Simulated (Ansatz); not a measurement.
# F6S: the cost of one run

Program: Ansatz 0.2.0. Level of theory: DFT LDA, Gaussian basis def2-TZVPD, and further levels as typed in the inputs. These are calculated values, not measurements.

**1. Starting point**

Bond lengths: S1–F2 1.570 Å, S1–F3 1.570 Å, S1–F4 1.570 Å, S1–F5 1.570 Å, S1–F6 1.570 Å, S1–F7 1.570 Å. Angles (14 of 15 angles, heavy atoms first): F2–S1–F3 180.0°, F2–S1–F4 90.0°, F2–S1–F5 90.0°, F2–S1–F6 90.0°, F2–S1–F7 90.0°, F3–S1–F4 90.0°, F3–S1–F5 90.0°, F3–S1–F6 90.0°, F3–S1–F7 90.0°, F4–S1–F5 180.0°, F4–S1–F6 90.0°, F4–S1–F7 90.0°, F5–S1–F6 90.0°, F5–S1–F7 90.0°.

As a file:

```xyz
7

S     0.0000    0.0000    0.0000
F     1.5700    0.0000    0.0000
F    -1.5700    0.0000    0.0000
F     0.0000    1.5700    0.0000
F     0.0000   -1.5700    0.0000
F     0.0000    0.0000    1.5700
F     0.0000    0.0000   -1.5700
```

**2. Relaxing the atoms: F6S**

input.yaml

```yaml
relax:
  f_tol: 0.001
  max_steps: 200
crystal:
  periodic: [false, false, false]
  atoms:
    - { symbol: S, position_ang: [0.0, 0.0, 0.0] }
    - { symbol: F, position_ang: [1.57, 0.0, 0.0] }
    - { symbol: F, position_ang: [-1.57, 0.0, 0.0] }
    - { symbol: F, position_ang: [0.0, 1.57, 0.0] }
    - { symbol: F, position_ang: [0.0, -1.57, 0.0] }
    - { symbol: F, position_ang: [0.0, 0.0, 1.57] }
    - { symbol: F, position_ang: [0.0, 0.0, -1.57] }
basis:
  gaussian: { orbitals: def2-TZVPD }
hamiltonian:
  xc: lda
```

On the command line:

```console
> ansatz run input.yaml --threads 4 --pin off --max-ram 12288MiB --backend cpu --events-out ev --progress --plain --runs-dir out
```

What time and memory should one allow on 4 threads of Intel Xeon Platinum 8488C (Sapphire Rapids), shared host?

About 9.7 s, with a peak of 0.5 GiB.
